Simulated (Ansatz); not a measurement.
# C₄H₁₀Cl₂FGeN: basis-set convergence

One table from this session's results is given with a row withheld; the runs are named, their logs left out.

Program: Ansatz 0.2.0, Gaussian basis. Level of theory: one geometry, several basis sets. These are calculated values, not measurements.

Levels to be run: PBE0-D4/def2-SVP; ωB97M-V/def2-SVP; PBE0-D4/def2-QZVPP; ωB97M-V/def2-QZVPP; the functionals' def2-TZVPP values are taken from earlier runs.

## Structure used throughout

The geometry comes from an earlier relaxation with PBE0-D4 in a triple-zeta def2 set; it is a stationary point, not always the lowest conformer.

SMILES `CC(C)(C)[NH][Ge]([F])([Cl])[Cl]`, 19 atoms, charge 0, spin multiplicity 1.

Atoms are counted from 1 here; the program's logs count them from 0.

Bond lengths: C1–C2 1.527 Å, C1–H10 1.092 Å, C1–H11 1.093 Å, C1–H12 1.093 Å, C2–C3 1.524 Å, C2–C4 1.522 Å, C2–N5 1.471 Å, C3–H13 1.094 Å, C3–H14 1.091 Å, C3–H15 1.092 Å, C4–H16 1.091 Å, C4–H17 1.091 Å, C4–H18 1.094 Å, N5–Ge6 1.791 Å, N5–H19 1.011 Å, Ge6–F7 1.729 Å, Ge6–Cl8 2.122 Å, Ge6–Cl9 2.123 Å. Angles: C2–C1–H10 110.7°, C2–C1–H11 110.6°, C2–C1–H12 110.9°, H10–C1–H11 108.3°, H10–C1–H12 108.4°, H11–C1–H12 107.9°, C1–C2–C3 110.1°, C1–C2–C4 110.0°, C1–C2–N5 110.9°, C3–C2–C4 109.8°, C3–C2–N5 107.0°, C4–C2–N5 109.0°, C2–C3–H13 110.8°, C2–C3–H14 110.5°, C2–C3–H15 110.6°, H13–C3–H14 108.3°, H13–C3–H15 107.7°, H14–C3–H15 108.8° and more.

Set-up of the first run:

in.yaml

```yaml
crystal:
  periodic: [false, false, false]
  atoms:
    - {symbol: C, position_ang: [1.036762, -0.179328, -1.314758]}
    - {symbol: C, position_ang: [0.461477, -0.251168, 0.098096]}
    - {symbol: C, position_ang: [1.585021, -0.433460, 1.112133]}
    - {symbol: C, position_ang: [-0.520586, -1.408792, 0.202315]}
    - {symbol: N, position_ang: [-0.232819, 0.997825, 0.446318]}
    - {symbol: Ge, position_ang: [-1.886062, 1.440891, -0.079635]}
    - {symbol: F, position_ang: [-2.256607, 0.932615, -1.690024]}
    - {symbol: Cl, position_ang: [-3.434631, 0.581989, 1.088938]}
    - {symbol: Cl, position_ang: [-2.048821, 3.556976, -0.025439]}
    - {symbol: H, position_ang: [0.240179, -0.044935, -2.049593]}
    - {symbol: H, position_ang: [1.731527, 0.660122, -1.405445]}
    - {symbol: H, position_ang: [1.581658, -1.094205, -1.560993]}
    - {symbol: H, position_ang: [2.286078, 0.405145, 1.069987]}
    - {symbol: H, position_ang: [1.181503, -0.491982, 2.124470]}
    - {symbol: H, position_ang: [2.146067, -1.347043, 0.903442]}
    - {symbol: H, position_ang: [-0.008384, -2.350260, -0.003104]}
    - {symbol: H, position_ang: [-0.957539, -1.463089, 1.201050]}
    - {symbol: H, position_ang: [-1.329355, -1.315856, -0.529081]}
    - {symbol: H, position_ang: [0.382532, 1.800154, 0.467521]}
basis:
  gaussian: {orbitals: def2-SVP}
hamiltonian: {xc: pbe0, dispersion: d4}
output: {orbitals: {seedname: orbitals}}
```

Among the steps run: PBE0-D4 in def2-SVP; ωB97M-V in def2-SVP; PBE0-D4 in def2-QZVPP; ωB97M-V in def2-QZVPP.

One of the session's tables, all rows but one given; the rest of the session is left out.

It belongs to the step «Density functionals: the series». 

| functional | basis | HOMO (eV) |
| --- | --- | --- |
| PBE0-D4 | def2-SVP | ? |
| PBE0-D4 | def2-TZVPP | -7.67 |
| PBE0-D4 | def2-QZVPP | -7.70 |
| ωB97M-V | def2-SVP | -9.89 |
| ωB97M-V | def2-TZVPP | -10.02 |
| ωB97M-V | def2-QZVPP | -10.05 |

Estimate the missing values for PBE0-D4, def2-SVP.

**Answer.** HOMO (eV): -7.57. In the column «HOMO (eV)» it is the highest.
